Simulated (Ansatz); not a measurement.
# AsH5OSSi: the cost of one run

Program: Ansatz 0.2.0, driven from Python. The levels of theory stand in the script. These are calculated values, not measurements.

### 1 The structure

Bond lengths: Si1–O2 1.706 Å, O2–As3 1.813 Å, As3–S4 2.202 Å, Si1–H5 1.533 Å, Si1–H6 1.495 Å, Si1–H7 1.445 Å, As3–H8 1.521 Å, S4–H9 1.434 Å. Angles: Si1–O2–As3 103.6°, O2–Si1–H5 107.1°, O2–Si1–H6 110.5°, O2–Si1–H7 113.7°, H5–Si1–H6 105.4°, H5–Si1–H7 108.4°, H6–Si1–H7 111.3°, O2–As3–S4 94.4°, O2–As3–H8 94.1°, S4–As3–H8 95.3°, As3–S4–H9 93.7°.

The script reads ash5ossi.xyz:

```xyz
9

Si    0.52180    1.10080   -0.94640
O    -0.36200   -0.32620   -0.64270
As    0.59210   -1.14880    0.66150
S    -0.86390   -0.69300    2.24950
H    -0.23800    1.88170   -2.02500
H     0.51880    1.98420    0.25960
H     1.86710    0.86230   -1.41770
H     0.03300   -2.52860    0.35150
H    -1.98030   -1.17870    1.49250
```

### 2 The code

The input, run_methods.py:

```python
'''One geometry of AsH5OSSi, method by method.'''

from dataclasses import dataclass

import ansatz as az


@dataclass(frozen=True)
class RunConfig:
    basis_set: str = 'def2-SVP'


cfg = RunConfig()


def main() -> None:
    ash5ossi = az.Crystal.molecule_from_extxyz('ash5ossi.xyz')

    job = (
        ash5ossi.calculation()
        .basis(gaussian=cfg.basis_set)
        .scf(lower_state_search='light')
    )

    methods = ['mp2', 'ccsd', 'ccsd_t']
    reports = [job.correlation(m).run().report for m in methods]
    print(f'Hartree-Fock reference {reports[0]["reference_energy_ev"] / 27.211386246:.6f} Ha')
    best = reports[-1]['free_energy_ev'] - reports[-1]['reference_energy_ev']
    for method, each in zip(methods, reports):
        gained = each['free_energy_ev'] - each['reference_energy_ev']
        print(f'{method:8s} total {each["free_energy_ev"] / 27.211386246:.6f} Ha  correlation {gained:9.4f} eV  ({100 * gained / best:.1f} % of the last)')


if __name__ == '__main__':
    main()
```

### 3 Running it

The run is started by

```bash
$ python run_methods.py
```

What time and memory should one allow on 1 thread of Arm Neoverse V2, shared host?

About 35 s, with a peak of 0.49 GiB.
